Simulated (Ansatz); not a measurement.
# CuAu: a single-point run

Wanted: a converged single-point run for CuAu, and a check of what comes out. The structure is shown as the input types it.

Method: DFT, r2SCAN, PAW with Ansatz's default frozen-core files, scalar-relativistic, in Ansatz 0.2.0.

1 further run of the same task is left out (it didn't finish). Runs told in other sessions of the task aren't counted.

## 1. The starting structure

The structure is tetragonal, space group P4/mmm (No. 123). The conventional cell has a = 2.800 Å, b = 2.800 Å, c = 3.670 Å, α = 90.00°, β = 90.00°, γ = 90.00°. Cu (site symmetry 4/mmm) has 8 Au at 2.70 Å and 4 Cu at 2.80 Å in its first shell of neighbours. Around Au (site symmetry 4/mmm) lie 8 Cu at 2.70 Å and 4 Au at 2.80 Å.

Structure file:

```
CELL_PARAMETERS angstrom
2.80000 0.00000 0.00000
0.00000 2.80000 0.00000
0.00000 0.00000 3.67000
ATOMIC_POSITIONS crystal
Cu 0.50000 0.50000 0.50000
Au 0.00000 0.00000 0.00000
```

## 2. The run

Contents of input.yaml:

```yaml
crystal:
  lattice:
    - [2.8, 0.0, 0.0]
    - [0.0, 2.8, 0.0]
    - [0.0, 0.0, 3.67]
  atoms:
    - { symbol: Cu, position: [0.5, 0.5, 0.5] }
    - { symbol: Au, position: [0.0, 0.0, 0.0] }
kpoints:
  mp_grid: { grid: [13, 13, 10] }
  band_path:
    path:
      - [0.0, 0.0, 0.0]
      - [0.0, 0.5, 0.0]
      - [0.5, 0.5, 0.0]
      - [0.0, 0.0, 0.0]
      - [0.0, 0.0, 0.5]
      - [0.0, 0.5, 0.5]
      - [0.5, 0.5, 0.5]
      - [0.0, 0.0, 0.5]
      - [0.0, 0.5, 0.0]
    npoints: 5
scf:
  occupations: { method: fermi_dirac, width: 0.05 }
  max_iter: 60
hamiltonian:
  xc: r2scan
  pseudopotentials: { kind: paw }
output:
  forces: true
  stress: true
  eigenvalues: true
  efg: { contact_densities: true }
magnetization:
  spin_polarized: true
  initial_magnetization: 15
```

On the command line:

```console
$ ansatz run input.yaml --threads 1 --pin off --max-ram 2048MiB --backend cpu --events-out ev --progress --plain --runs-dir out
```

What happens when this is run?

The run converged and reported no error, with warnings (gradients without spin orbit, seeded moment not kept, stability check not made). Its log warns: «the starting moments were not kept: the SCF closed with an absolute magnetisation of 4.6e-6 μB, where they sum to 15 μB in size (2 sites) ...»

In the input, magnetization.spin_polarized is true; magnetization.initial_magnetization is 15. A typed moment is only a start; here the run ends at the energy of the run without it (within 1 meV an atom), so the result stands.

No remedy is needed.
